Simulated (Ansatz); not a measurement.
# CuAu: the cost of one run

Computed with Ansatz 0.2.0 (DFT PBEsol, with the methods named in each step, unless a step's input says otherwise).

4 further runs of the same task are left out: 4 that didn't finish.

## (1) Starting point

Symmetry: P4/mmm, No. 123, tetragonal system. Conventional cell: a = 2.851 Å, b = 2.851 Å, c = 3.582 Å, α = 90.00°, β = 90.00°, γ = 90.00°. Cu (site symmetry 4/mmm) is surrounded by 8 Au at 2.70 Å and 4 Cu at 2.85 Å. Au (site symmetry 4/mmm) is surrounded by 8 Cu at 2.70 Å and 4 Au at 2.85 Å.

As a file:

```xyz
2
Lattice="2.8507 0.0000 0.0000 0.0000 2.8507 0.0000 0.0000 0.0000 3.5816" Properties=species:S:1:pos:R:3 pbc="T T T"
Cu    1.4254    1.4254    1.7908
Au    0.0000    0.0000    0.0000
```

Atoms are numbered in the order of the input: Cu1, Au2.

## (2) Shortest bond scaled by 1, PAW

Input file input.yaml:

```yaml
crystal:
  lattice:
    - [2.8507024026, 0.0, 0.0]
    - [0.0, 2.8507024026, 0.0]
    - [0.0, 0.0, 3.58160886]
  atoms:
    - { symbol: Cu, position: [0.5, 0.5, 0.5] }
    - { symbol: Au, position: [0.0, 0.0, 0.0] }
kpoints:
  mp_grid: { grid: [11, 11, 8] }
scf:
  occupations: { method: fermi_dirac, width: 0.05 }
hamiltonian:
  xc: pbesol
  pseudopotentials: { kind: paw }
output:
  forces: true
  stress: true
  eigenvalues: true
  efg: { contact_densities: true }
  populations: true
  write_density: true
  write_potential: true
  elf: true
  volumetric_format: npy
```

Launch:

```
$ ansatz run input.yaml --threads 1 --pin off --max-ram 2048MiB --backend cpu --events-out ev --progress --plain --runs-dir out
```

What time and memory should one allow on 1 thread of Arm Neoverse V1, shared host?

About 6.9 s, with a peak of 0.41 GiB.
